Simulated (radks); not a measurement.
# Ionisation of Au²⁺: one atom, several choices of functional

The task here is to estimate one member of a computed series from the others.

The numbers are computed with radks (a radial shooting solver on a logarithmic mesh, Libxc functionals) version 1 (Dirac Kohn-Sham, spin-unpolarised, spherical densities, point nucleus; open shells fill j = l - 1/2 first), except any that are marked as measured or tabulated.

## What is computed

| Item | Value |
| --- | --- |
| element | gold (Z = 79) |
| charge | +2 |
| electrons | 77 |
| configuration | [Xe] 4f14 5d9 |
| ion | Au³⁺, [Xe] 4f14 5d8 |
| choices | Wu-Cohen GGA; BP86; LDA (Slater exchange, VWN5 correlation); LDA (Slater exchange, Perdew-Wang correlation) |

The first run:

Input:

```text
Z 79
configuration [Xe] 4f14 5d9
relativity Dirac
functional wc,pbe
spin unpolarised
j_filling energy
nucleus point
c 137.035999084
```

Steps of the session up to this table: Wu-Cohen GGA: Au²⁺; Wu-Cohen GGA: Au³⁺; BP86: Au²⁺; BP86: Au³⁺; LDA (Slater exchange, VWN5 correlation): Au²⁺; LDA (Slater exchange, VWN5 correlation): Au³⁺; LDA (Slater exchange, Perdew-Wang correlation): Au²⁺; LDA (Slater exchange, Perdew-Wang correlation): Au³⁺.

One of the session's tables, all rows but one given; the rest of the session is left out.

| functional | Δ-SCF (eV) | −ε(HOMO) (eV) |
| --- | --- | --- |
| Wu-Cohen GGA | ? | ? |
| BP86 | 33.194 | 26.719 |
| LDA (Slater exchange, VWN5 correlation) | 33.377 | 26.897 |
| LDA (Slater exchange, Perdew-Wang correlation) | 33.371 | 26.891 |

**Question.** Estimate the row for Wu-Cohen GGA.

**Answer.** Δ-SCF (eV): 33.120; −ε(HOMO) (eV): 26.639. In the column «Δ-SCF (eV)» it is the lowest.

Spin polarisation and multiplet splitting are left out, so open shells lie too high by an amount that depends on their filling.
